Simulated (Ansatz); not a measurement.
# C2HF2Ge (SMILES C#[C][Ge]([F])[F]) at UHF/6-31G(d) (spherical functions)

Aim: the vertical doublet–quartet gap of C2HF2Ge at UHF/6-31G* (spherical functions), from 2 runs. 

The calculation is run with Ansatz 0.2.0.

69 further runs of the same task are left out: 69 set aside as unsound or not needed.

## 1. The molecule

The species is C2HF2Ge (6 atoms), meant as a doublet with charge 0. As SMILES, `C#[C][Ge]([F])[F]`. The coordinates come from a PBE0-D4/def2-TZVP relaxation.

Bond lengths: C1–C2 1.206 Å, C2–Ge3 1.892 Å, Ge3–F4 1.728 Å, Ge3–F5 1.728 Å, C1–H6 1.067 Å. Angles: C1–C2–Ge3 171.1°, C2–Ge3–F4 108.5°, C2–Ge3–F5 108.5°, F4–Ge3–F5 104.7°, C2–C1–H6 178.2°.

## 2. The energy at UHF/6-31G(d) (spherical functions)

in.yaml

```yaml
crystal:
  periodic: [false, false, false]
  atoms:
    - {symbol: C, position_ang: [-0.190100, 0.518400, 1.692900]}
    - {symbol: C, position_ang: [-0.131400, 0.204200, 0.530300]}
    - {symbol: Ge, position_ang: [-0.289600, -0.139700, -1.323100]}
    - {symbol: F, position_ang: [-0.276600, -1.850600, -1.565100]}
    - {symbol: F, position_ang: [1.142900, 0.424100, -2.108200]}
    - {symbol: H, position_ang: [-0.213200, 0.779700, 2.727000]}
basis:
  gaussian:
    orbitals: 6-31G_st_-spherical.json
total_charge: 0
magnetization:
  spin_polarized: true
  initial_magnetization: 1
hamiltonian:
  xc: hf
accuracy: high
output: {orbitals: {seedname: orbitals}}
```

The basis set 6-31G* is read from a file made from the Basis Set Exchange's data (not shown).

Command:

```console
ansatz run in.yaml --threads 1 --pin off --max-ram 3480MiB --events-out events.jsonl --progress --plain --runs-dir runs
```

Output:

```text
Warning: RAYON_NUM_THREADS=1 ignored (pool sized by the plan → 1); use --threads N
Functional definition: HF
  name "HF"
  exchange = exact_x
  correlation = 0
1871 factors; integrals over basis functions are off by at most 9.0e-9 eV
mean field evaluation 1: about -63949.7874 eV, gradient 2.8e1 eV
mean field evaluation 2: about -63949.8002 eV, gradient 2.8e1 eV
mean field evaluation 4: about -63953.3970 eV, gradient 2.7e0 eV
mean field evaluation 8: about -63953.4912 eV, gradient 2.5e-1 eV
mean field evaluation 16: about -63953.4932 eV, gradient 2.6e-8 eV
mean field evaluation 32: about -63953.4764 eV, gradient 2.6e-1 eV
mean field -63953.49323908 eV, -2350.2475273014 hartree, gradient 2.6e-8 eV, S^2 0.762267; 0 other end points of the search recorded, 0 dependent functions left out
reference -63953.49323908 eV, -2350.2475273014 hartree; 32, 31 occupied and 58, 59 virtual orbitals, 1871 factors
Total energy: -63953.49323908 eV, -2350.2475273014 hartree
```

Wall time 7.8 s (1 thread of Arm Neoverse V2, shared host); peak memory 0.37 GiB.

## 3. The quartet, same level

job.yaml

```yaml
crystal:
  periodic: [false, false, false]
  atoms:
    - {symbol: C, position_ang: [-0.190100, 0.518400, 1.692900]}
    - {symbol: C, position_ang: [-0.131400, 0.204200, 0.530300]}
    - {symbol: Ge, position_ang: [-0.289600, -0.139700, -1.323100]}
    - {symbol: F, position_ang: [-0.276600, -1.850600, -1.565100]}
    - {symbol: F, position_ang: [1.142900, 0.424100, -2.108200]}
    - {symbol: H, position_ang: [-0.213200, 0.779700, 2.727000]}
basis:
  gaussian:
    orbitals: 6-31G_st_-spherical.json
magnetization:
  spin_polarized: true
  initial_magnetization: 3
output:
  orbitals: {seedname: orbitals}
hamiltonian:
  xc: hf
accuracy: high
```

The basis set 6-31G* is read from a file made from the Basis Set Exchange's data (not shown).

Command:

```console
ansatz run job.yaml --threads 1 --pin off --max-ram 3480MiB --events-out events.jsonl --progress --plain --runs-dir runs
```

Output, shortened:

```text
Warning: RAYON_NUM_THREADS=1 ignored (pool sized by the plan → 1); use --threads N
[... 2 set-up lines as earlier in the session ...]
[...]
1871 factors; integrals over basis functions are off by at most 9.0e-9 eV
[...]
mean field -63949.16686772 eV, -2350.0885360867 hartree, gradient 2.5e-8 eV, S^2 3.779177; 5 other end points of the search recorded, 0 dependent functions left out
reference -63949.16686772 eV, -2350.0885360867 hartree; 33, 30 occupied and 57, 60 virtual orbitals, 1871 factors
Total energy: -63949.16686772 eV, -2350.0885360867 hartree
```

It took 17 s on 1 thread of Arm Neoverse V2, shared host; peak memory 0.37 GiB.

## 4. Results

Level: UHF/6-31G* (spherical functions).

```
                                        quantity           value
                           doublet: total energy  -2350.24753 Eh
     doublet: HOMO energy (highest over α and β)       -10.73 eV
      doublet: LUMO energy (lowest over α and β)         0.05 eV
                                   doublet: ⟨S²⟩           0.762
                           quartet: total energy  -2350.08854 Eh
     quartet: HOMO energy (highest over α and β)        -6.84 eV
      quartet: LUMO energy (lowest over α and β)        -0.05 eV
                                   quartet: ⟨S²⟩           3.779
vertical energy of the quartet above the doublet        4.326 eV
```

At this shape the quartet lies 4.33 eV (100 kcal/mol) above the doublet.
